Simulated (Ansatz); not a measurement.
This script for Ansatz 0.2.0 through its Python package starts 8 runs on CH2OSe, SMILES OC=[Se]. What input does the engine get in each?

The script, `scan_ch2ose.py`:
```python
# -*- coding: utf-8 -*-
"""Potential curve of CH2OSe along one bond."""

import ansatz as az
import numpy as np

geometry = (
    az.Crystal.molecule()
    .atom("O", [-0.4931, -0.8444, -0.0241])
    .atom("C", [0.2669, 0.3217, 0.0407])
    .atom("Se", [1.6418, -0.0382, 0.9469])
    .atom("H", [-1.3427, -0.7532, -0.5474])
    .atom("H", [-0.0231, 1.2404, -0.4575])
)

symbols = [site.symbol for site in geometry.cartesian_sites]
start = np.array([site.position_ang for site in geometry.cartesian_sites])
axis = (start[0] - start[1]) / np.linalg.norm(start[0] - start[1])
moving = [0, 3]
lengths, energies = [1.226, 1.282, 1.338, 1.393, 1.449, 1.505, 1.561, 1.644], []
for length in lengths:
    xyz = start.copy()
    xyz[moving] += (length - np.linalg.norm(start[0] - start[1])) * axis
    point = az.Crystal.molecule()
    for symbol, place in zip(symbols, xyz):
        point = point.atom(symbol, place.tolist())
    setup = point.calculation().basis(gaussian="def2-SVP").functional("cam_b3lyp")
    r = setup.run(threads=1).report
    energies.append(r["free_energy_ev"])
    print(f"r = {length:6.3f} A  E = {energies[-1]:.5f} eV  <S^2> = {abs(r['mean_field']['state']['spin_squared']):.3f}")

# quartic fit about the minimum
fit = np.polynomial.Polynomial.fit(lengths, np.array(energies) - min(energies), 4).convert()
roots = [r.real for r in fit.deriv().roots() if abs(r.imag) < 1e-9 and fit.deriv(2)(r.real) > 0]
r_e = min(roots, key=lambda r: abs(r - lengths[int(np.argmin(energies))]))
print(f"minimum of the fit at {r_e:.4f} A, force constant {fit.deriv(2)(r_e):.2f} eV/A^2")
```

Run 1:
```yaml
crystal:
  periodic: [false, false, false]
  atoms:
    - { symbol: O, position_ang: [-0.40179102602828365, -0.7043007966468179, -0.016314708535043132] }
    - { symbol: C, position_ang: [0.2669, 0.3217, 0.0407] }
    - { symbol: Se, position_ang: [1.6418, -0.0382, 0.9469] }
    - { symbol: H, position_ang: [-1.2513910260282837, -0.6131007966468178, -0.5396147085350431] }
    - { symbol: H, position_ang: [-0.0231, 1.2404, -0.4575] }
basis:
  gaussian:
    orbitals: def2-SVP
hamiltonian:
  xc: cam_b3lyp
```

Run 2, against run 1:
```diff
-    - { symbol: O, position_ang: [-0.40179102602828365, -0.7043007966468179, -0.016314708535043132] }
+    - { symbol: O, position_ang: [-0.4323348249333276, -0.7511654333615175, -0.018918969283788986] }
-    - { symbol: H, position_ang: [-1.2513910260282837, -0.6131007966468178, -0.5396147085350431] }
+    - { symbol: H, position_ang: [-1.2819348249333276, -0.6599654333615175, -0.542218969283789] }
```

Run 3, against run 1:
```diff
-    - { symbol: O, position_ang: [-0.40179102602828365, -0.7043007966468179, -0.016314708535043132] }
+    - { symbol: O, position_ang: [-0.4628786238383716, -0.7980300700762173, -0.02152323003253484] }
-    - { symbol: H, position_ang: [-1.2513910260282837, -0.6131007966468178, -0.5396147085350431] }
+    - { symbol: H, position_ang: [-1.3124786238383717, -0.7068300700762172, -0.5448232300325349] }
```

Run 4, against run 1:
```diff
-    - { symbol: O, position_ang: [-0.40179102602828365, -0.7043007966468179, -0.016314708535043132] }
+    - { symbol: O, position_ang: [-0.4928769977629683, -0.8440578382781544, -0.024080986125053085] }
-    - { symbol: H, position_ang: [-1.2513910260282837, -0.6131007966468178, -0.5396147085350431] }
+    - { symbol: H, position_ang: [-1.3424769977629682, -0.7528578382781543, -0.547380986125053] }
```

Run 5, against run 1:
```diff
-    - { symbol: O, position_ang: [-0.40179102602828365, -0.7043007966468179, -0.016314708535043132] }
+    - { symbol: O, position_ang: [-0.5234207966680122, -0.8909224749928542, -0.026685246873798942] }
-    - { symbol: H, position_ang: [-1.2513910260282837, -0.6131007966468178, -0.5396147085350431] }
+    - { symbol: H, position_ang: [-1.3730207966680124, -0.7997224749928541, -0.5499852468737989] }
```

Run 6, against run 1:
```diff
-    - { symbol: O, position_ang: [-0.40179102602828365, -0.7043007966468179, -0.016314708535043132] }
+    - { symbol: O, position_ang: [-0.5539645955730561, -0.9377871117075537, -0.029289507622544786] }
-    - { symbol: H, position_ang: [-1.2513910260282837, -0.6131007966468178, -0.5396147085350431] }
+    - { symbol: H, position_ang: [-1.4035645955730562, -0.8465871117075536, -0.5525895076225448] }
```

Run 7, against run 1:
```diff
-    - { symbol: O, position_ang: [-0.40179102602828365, -0.7043007966468179, -0.016314708535043132] }
+    - { symbol: O, position_ang: [-0.5845083944781001, -0.9846517484222534, -0.03189376837129064] }
-    - { symbol: H, position_ang: [-1.2513910260282837, -0.6131007966468178, -0.5396147085350431] }
+    - { symbol: H, position_ang: [-1.4341083944781001, -0.8934517484222533, -0.5551937683712906] }
```

Run 8, against run 1:
```diff
-    - { symbol: O, position_ang: [-0.40179102602828365, -0.7043007966468179, -0.016314708535043132] }
+    - { symbol: O, position_ang: [-0.6297786678552189, -1.0541118349815404, -0.03575365483818181] }
-    - { symbol: H, position_ang: [-1.2513910260282837, -0.6131007966468178, -0.5396147085350431] }
+    - { symbol: H, position_ang: [-1.4793786678552188, -0.9629118349815403, -0.5590536548381818] }
```

```console
$ python scan_ch2ose.py
r =  1.226 A  E = -68455.97410 eV  <S^2> = 0.000
r =  1.282 A  E = -68456.28947 eV  <S^2> = 0.000
r =  1.338 A  E = -68456.40525 eV  <S^2> = 0.000
r =  1.393 A  E = -68456.38125 eV  <S^2> = 0.000
r =  1.449 A  E = -68456.25928 eV  <S^2> = 0.000
r =  1.505 A  E = -68456.07070 eV  <S^2> = 0.000
r =  1.561 A  E = -68455.83895 eV  <S^2> = 0.000
r =  1.644 A  E = -68455.45102 eV  <S^2> = 0.000
minimum of the fit at 1.3537 A, force constant 41.10 eV/A^2
```

Reading the output:
- These settings explore the input space; basis and method may be short of convergence.
- The rest of the molecule is held rigid at a force-field or estimated start geometry, and the basis set is modest; single-reference methods fail as a bond breaks.
- The orbitals are restricted, so S² is zero by construction.
- Wall time of the script: 14 s on 1 thread of Arm Neoverse V2, on a shared host, peak memory 0.21 GiB.
